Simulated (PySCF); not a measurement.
# The bond of BiH−, level by level

What are the lowest state that PBE0 finds, the bond length, vibrational wavenumber and bond energy of BiH−, and how much do these hang on the method?

The runs use PySCF 2.14.0; Bi aug-cc-pVDZ-PP with ECP60, H aug-cc-pVDZ, scalar-relativistic core potentials.

3 further runs of the same task are left out: 3 set aside as unsound or not needed.

### Step 1. Set-up

A driver script around PySCF takes these settings:

```yaml
atoms: Bi, H
charge: -1
basis: Bi aug-cc-pVDZ-PP with ECP60, H aug-cc-pVDZ
Hamiltonian: scalar-relativistic core potentials
basis_functions: 41
electrons_treated: 25
masses_in_u: 208.9804, 1.0078
levels: PBE0, PBE, r²SCAN, r²SCANh, M06-2X, PBEsol, LC-ωPBE, MP2, SCS-MP2, CCSD, CCSD(T)
grid: 80 radial by 434 angular points
occupations: held fixed by the projection of orbital angular momentum
dissociation_limit: Bi− + H, each in its ground configuration
starting_distance_in_angstrom: 1.880
values_of_2S_to_try: 1, 3
```

Launch:

```
$ OMP_NUM_THREADS=1 python dia.py task.json out
```

After this run come: The PBE0 curve of the state that the search chose; PBE (GGA); r²SCAN; r²SCANh (hybrid meta-GGA); M06-2X (hybrid meta-GGA); PBEsol (GGA); LC-ωPBE (range-separated hybrid); Correlated methods on the Hartree–Fock reference.

Q: Predict the outcome of this session. Wanted: for each run, Re; ωe; De; μ.

**Answer**, as computed:

Lowest PBE0 solution found, without spin–orbit coupling: ²Π (doublet), unpaired electrons π ↑.

```tsv
level	Re (Å)	ωe (cm⁻¹)	De (eV)	μ (D)
UHF-MP2	1.808	1722	2.33	n/a
UHF-SCS-MP2	1.816	1695	2.40	n/a
UHF-CCSD	1.825	1641	2.46	n/a
UHF-CCSD(T)	1.827	1630	2.50	n/a
PBE	1.844	1612	2.61	-1.29
PBEsol	1.835	1642	2.75	-1.23
r²SCAN	1.827	1668	2.55	-1.23
r²SCANh	1.822	1686	2.53	-1.22
PBE0	1.824	1679	2.53	-1.24
M06-2X	1.825	1650	2.29	-1.44
LC-ωPBE	1.805	1744	2.46	-1.18
```

De is counted to Bi− + H in their ground configurations. A positive dipole points from Bi to H; in an ion it is taken about the centre of mass and does not tell which atom is negative.

Differences from CCSD(T) in the same basis:

```tsv
level	Re (mÅ)	ωe (%)
UHF-MP2	-20	+5.7
UHF-SCS-MP2	-11	+4.0
UHF-CCSD	-2	+0.7
PBE	+17	-1.1
PBEsol	+7	+0.8
r²SCAN	0	+2.3
r²SCANh	-6	+3.5
PBE0	-3	+3.1
M06-2X	-2	+1.3
LC-ωPBE	-22	+7.0
```

What this shows: Judged by CCSD(T) in the same basis: best bond length r²SCAN (0 mÅ), worst LC-ωPBE (-22 mÅ); best wavenumber UHF-CCSD (+0.7 %), worst LC-ωPBE (+7.0 %). PBE has the long and soft bond that GGAs tend to give. CCSD(T) in a basis this small is itself some way from its limit, more so than the functionals. Among the levels with a De in the table, it runs from 2.29 eV (M06-2X) to 2.75 eV (PBEsol).

Correlated steps freeze 4 core orbitals. Spin–orbit coupling is left out, which matters for elements this heavy, above all for dissociation energies. With some functionals the highest level of the anion is positive, from self-interaction error or because the anion is truly unbound there; the finite basis then holds the extra electron, and no neutral molecule was run to test the binding. With spin–orbit coupling the term label itself may not hold.
